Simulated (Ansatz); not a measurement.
# B2Pt: the cost of one run

Method: DFT PBE, scalar-relativistic, plane waves, PAW, in Ansatz 0.2.0.

3 further runs of the same task are left out: 2 that didn't finish, 1 set aside as unsound or not needed.

## Step 1: The system as given

The structure is hexagonal, space group P6mm (No. 183). The conventional cell has a = 3.238 Å, b = 3.238 Å, c = 15.000 Å, α = 90.00°, β = 90.00°, γ = 120.00°. B (site symmetry 3m) has 3 B at 1.87 Å and 3 Pt at 1.97 Å as nearest neighbours. Pt (site symmetry 6mm) has 6 B at 1.97 Å as nearest neighbours.

Structure file:

```
B Pt
1.0
     3.23766    0.00000    0.00000
    -1.61883    2.80390    0.00000
     0.00000    0.00000   15.00000
B Pt
2 1
Direct
  0.33333 0.66667 0.47957
  0.66667 0.33333 0.47957
  0.00000 0.00000 0.52043
```

Recipe of the guess: species swapped into a sheet modelled on a layer of FeB2, with Pt on the Fe sites. Its size is a rough estimate.

Only a and b are periodic; c spans vacuum, so the box's volume, pressure and space group aren't properties of the sheet.

## Step 2: A first look at the guess

Input file input.yaml:

```yaml
crystal:
  lattice:
    - [3.23766428, 0.0, 0.0]
    - [-1.61883214, 2.80389952, 0.0]
    - [0.0, 0.0, 15.0]
  atoms:
    - { symbol: B, position: [0.33333333, 0.66666667, 0.4795731] }
    - { symbol: B, position: [0.66666667, 0.33333333, 0.4795731] }
    - { symbol: Pt, position: [0.0, 0.0, 0.5204269] }
  periodic: [true, true, false]
basis:
  ecutwfc: 420
kpoints:
  mp_grid: { grid: [6, 6, 1] }
hamiltonian:
  xc: pbe
scf:
  occupations: { method: gaussian, width: 0.1 }
  lower_state_search: "off"
output:
  forces: true
  stress: true
  eigenvalues: true
```

Command:

```
ansatz run input.yaml --threads 1 --pin off --max-ram 2048MiB --backend cpu --events-out ev --progress --plain --runs-dir out
```

What time and memory should one allow on 1 thread of Arm Neoverse V1, shared host?

About 3.9 s, with a peak of 0.36 GiB.
